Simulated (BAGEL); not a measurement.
**GeSiH6O (SMILES [SiH3][O][GeH3]): RI-MP2/def2-SVP (density fitting with svp-jkfit)**

We compute a single-point energy of GeSiH6O. 

The results are computed with BAGEL 1.2.2.

1 further run of the same task is left out (set aside as unsound or not needed).

## (1) The system as given

The species is GeSiH6O (9 atoms), meant as a singlet with charge 0. SMILES: `[SiH3][O][GeH3]`. One bond was lengthened or shortened from a relaxed shape.

Bond lengths: Si1–O2 1.633 Å, O2–Ge3 1.509 Å, Si1–H4 1.490 Å, Si1–H5 1.484 Å, Si1–H6 1.490 Å, Ge3–H7 1.532 Å, Ge3–H8 1.538 Å, Ge3–H9 1.538 Å. Some angles: Si1–O2–Ge3 134.7°, O2–Si1–H4 111.0°, O2–Si1–H5 108.2°, O2–Si1–H6 111.0°, O2–Ge3–H7 105.5°, O2–Ge3–H8 108.4°, O2–Ge3–H9 108.4°, H4–Si1–H5 109.4°, H4–Si1–H6 107.8°, H5–Si1–H6 109.4°.

## (2) A single-point energy at RI-MP2/def2-SVP (density fitting with svp-jkfit)

Contents of job.json:

```json
{ "bagel" : [

{
  "title" : "molecule",
  "basis" : "svp",
  "df_basis" : "svp-jkfit",
  "angstrom" : "true",
  "geometry" : [
    { "atom" : "Si", "xyz" : [   -0.654031,    0.845369,   -0.735214 ] },
    { "atom" : "O", "xyz" : [    0.625269,    0.014169,   -0.153214 ] },
    { "atom" : "Ge", "xyz" : [    0.809800,   -1.049500,    0.901700 ] },
    { "atom" : "H", "xyz" : [   -1.664931,   -0.074531,   -1.328314 ] },
    { "atom" : "H", "xyz" : [   -0.163231,    1.777069,   -1.780514 ] },
    { "atom" : "H", "xyz" : [   -1.323031,    1.623069,    0.345486 ] },
    { "atom" : "H", "xyz" : [    2.310800,   -1.355600,    0.917000 ] },
    { "atom" : "H", "xyz" : [   -0.018800,   -2.280500,    0.498400 ] },
    { "atom" : "H", "xyz" : [    0.329300,   -0.484400,    2.248700 ] }
  ]
},
{ "title" : "hf" },
{ "title" : "mp2", "ncore" : 15 }

]}
```

Run with:

```bash
$ BAGEL_NUM_THREADS=1 BAGEL job.json > job.out
```

Standard output:

```text
* using 1 threads per process

  ===============================================================
  ===============================================================

  *** Geometry ***

  { "atom" : "Si", "xyz" : [     -1.235939,      1.597516,     -1.389353 ] },
  { "atom" : "O", "xyz" : [      1.181587,      0.026776,     -0.289532 ] },
  { "atom" : "Ge", "xyz" : [      1.530300,     -1.983268,      1.703966 ] },
  { "atom" : "H", "xyz" : [     -3.146264,     -0.140843,     -2.510150 ] },
  { "atom" : "H", "xyz" : [     -0.308462,      3.358174,     -3.364684 ] },
  { "atom" : "H", "xyz" : [     -2.500166,      3.067156,      0.652874 ] },
  { "atom" : "H", "xyz" : [      4.366779,     -2.561713,      1.732879 ] },
  { "atom" : "H", "xyz" : [     -0.035527,     -4.309520,      0.941840 ] },
  { "atom" : "H", "xyz" : [      0.622287,     -0.915383,      4.249427 ] },

  Number of auxiliary basis functions:      579

  Since a DF basis is specified, we compute 2- and 3-index integrals:
    o Being stored without compression. Storage requirement is 0.041 GB

  Number of basis functions:       94
  Number of electrons      :       60

    * METHOD: MOLECULE                             0.36

  *** RHF ***

  === Nuclear Repulsion ===
   288.5090228487

      * DIIS with orbital gradients will be used.

  === RHF iteration (svp) ===
      0      -2442.07166324          0.01485928           0.13
      1      -2442.16650004          0.01066912           0.12
      2      -2442.22951961          0.00104242           0.12
      3      -2442.23067996          0.00011036           0.12
      4      -2442.23069282          0.00002234           0.12
      5      -2442.23069341          0.00000403           0.12
      6      -2442.23069344          0.00000105           0.12
      7      -2442.23069344          0.00000030           0.12
      8      -2442.23069344          0.00000012           0.12
      9      -2442.23069344          0.00000002           0.12
     10      -2442.23069344          0.00000001           0.12
    * SCF iteration converged.

    * Permanent dipole moment:
           (    0.233507,    -0.075083,     0.026770) a.u.

    * METHOD: HF                                   1.64

  *** RHF ***

  === Nuclear Repulsion ===
   288.5090228487

      * DIIS with orbital gradients will be used.

  === RHF iteration (svp) ===
      0      -2442.23069344          0.00000000           0.12
    * SCF iteration converged.

    * Permanent dipole moment:
           (    0.233507,    -0.075083,     0.026770) a.u.

  === DF-MP2 calculation ===

    * freezing 15 orbitals
    * 3-index integral transformation done
    * assembly done

      MP2 correlation energy:   -0.5190007610      0.06

      MP2 total energy:       -2442.7496941986

    * METHOD: MP2                                  0.32

  ===============================================================
```

Run time: 2.5 s. Hardware: 1 thread of Arm Neoverse V1, shared host; peak memory 0.16 GiB.

## (3) Summary of results

Level: RI-MP2/def2-SVP (density fitting with svp-jkfit), 15 core orbitals frozen.

| quantity | value |
| --- | --- |
| total energy | -2442.74969 Eh |
| correlation energy (15 core orbitals frozen) | -519.0 mEh |
